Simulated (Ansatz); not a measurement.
**CH6BFGe: small, medium and large basis sets**

One table from this session's results is given with a row withheld; the runs are named, their logs left out.

Method: one geometry, several basis sets; program: Ansatz 0.2.0, Gaussian basis.

Levels to be run: PBE0-D4/def2-SVP; ωB97M-V/def2-SVP; PBE0-D4/def2-QZVPP; ωB97M-V/def2-QZVPP; the functionals' def2-TZVPP values are taken from earlier runs.

### The relaxed structure

The geometry comes from an earlier relaxation with PBE0-D4 in a triple-zeta def2 set; it is a stationary point, not always the lowest conformer.

SMILES `C[B](F)[GeH3]`, 10 atoms, charge 0, spin multiplicity 1.

Atoms are counted from 1 here; the program's logs count them from 0.

Bond lengths: C1–B2 1.555 Å, C1–H5 1.096 Å, C1–H6 1.092 Å, C1–H7 1.096 Å, B2–F3 1.329 Å, B2–Ge4 2.089 Å, Ge4–H8 1.540 Å, Ge4–H9 1.540 Å, Ge4–H10 1.540 Å. Angles: B2–C1–H5 110.1°, B2–C1–H6 113.6°, B2–C1–H7 109.6°, H5–C1–H6 109.2°, H5–C1–H7 105.0°, H6–C1–H7 109.0°, C1–B2–F3 119.3°, C1–B2–Ge4 124.4°, F3–B2–Ge4 116.3°, B2–Ge4–H8 111.0°, B2–Ge4–H9 112.1°, B2–Ge4–H10 111.0°, H8–Ge4–H9 107.7°, H8–Ge4–H10 107.2°, H9–Ge4–H10 107.7°.

Set-up of the first run:

Contents of in.yaml:

```yaml
crystal:
  periodic: [false, false, false]
  atoms:
    - {symbol: C, position_ang: [-0.230807, 1.092409, -1.166122]}
    - {symbol: B, position_ang: [0.464981, -0.153891, -0.548470]}
    - {symbol: F, position_ang: [1.409848, -0.781668, -1.240417]}
    - {symbol: Ge, position_ang: [0.016691, -0.944264, 1.332889]}
    - {symbol: H, position_ang: [-0.134434, 1.949948, -0.490617]}
    - {symbol: H, position_ang: [0.154520, 1.365994, -2.150544]}
    - {symbol: H, position_ang: [-1.309508, 0.911468, -1.242915]}
    - {symbol: H, position_ang: [-0.457357, -2.405208, 1.219257]}
    - {symbol: H, position_ang: [-1.090013, -0.146605, 2.046857]}
    - {symbol: H, position_ang: [1.259178, -0.939282, 2.242984]}
basis:
  gaussian: {orbitals: def2-SVP}
hamiltonian: {xc: pbe0, dispersion: d4}
output: {orbitals: {seedname: orbitals}}
```

Steps of the session up to this table: PBE0-D4 in def2-SVP; ωB97M-V in def2-SVP; PBE0-D4 in def2-QZVPP; ωB97M-V in def2-QZVPP.

One table of the session follows, with a row left open; its other results are not shown here.

It belongs to the step «Functionals by basis». 

| functional | basis | HOMO (eV) |
| --- | --- | --- |
| PBE0-D4 | def2-SVP | -7.84 |
| PBE0-D4 | def2-TZVPP | -7.89 |
| PBE0-D4 | def2-QZVPP | -7.90 |
| ωB97M-V | def2-SVP | ? |
| ωB97M-V | def2-TZVPP | -10.04 |
| ωB97M-V | def2-QZVPP | -10.05 |

**Question.** Estimate the row for ωB97M-V, def2-SVP.

As computed: HOMO (eV): -9.97. In the column «HOMO (eV)» it lies between ωB97M-V, def2-TZVPP (-10.04) and PBE0-D4, def2-QZVPP (-7.90).
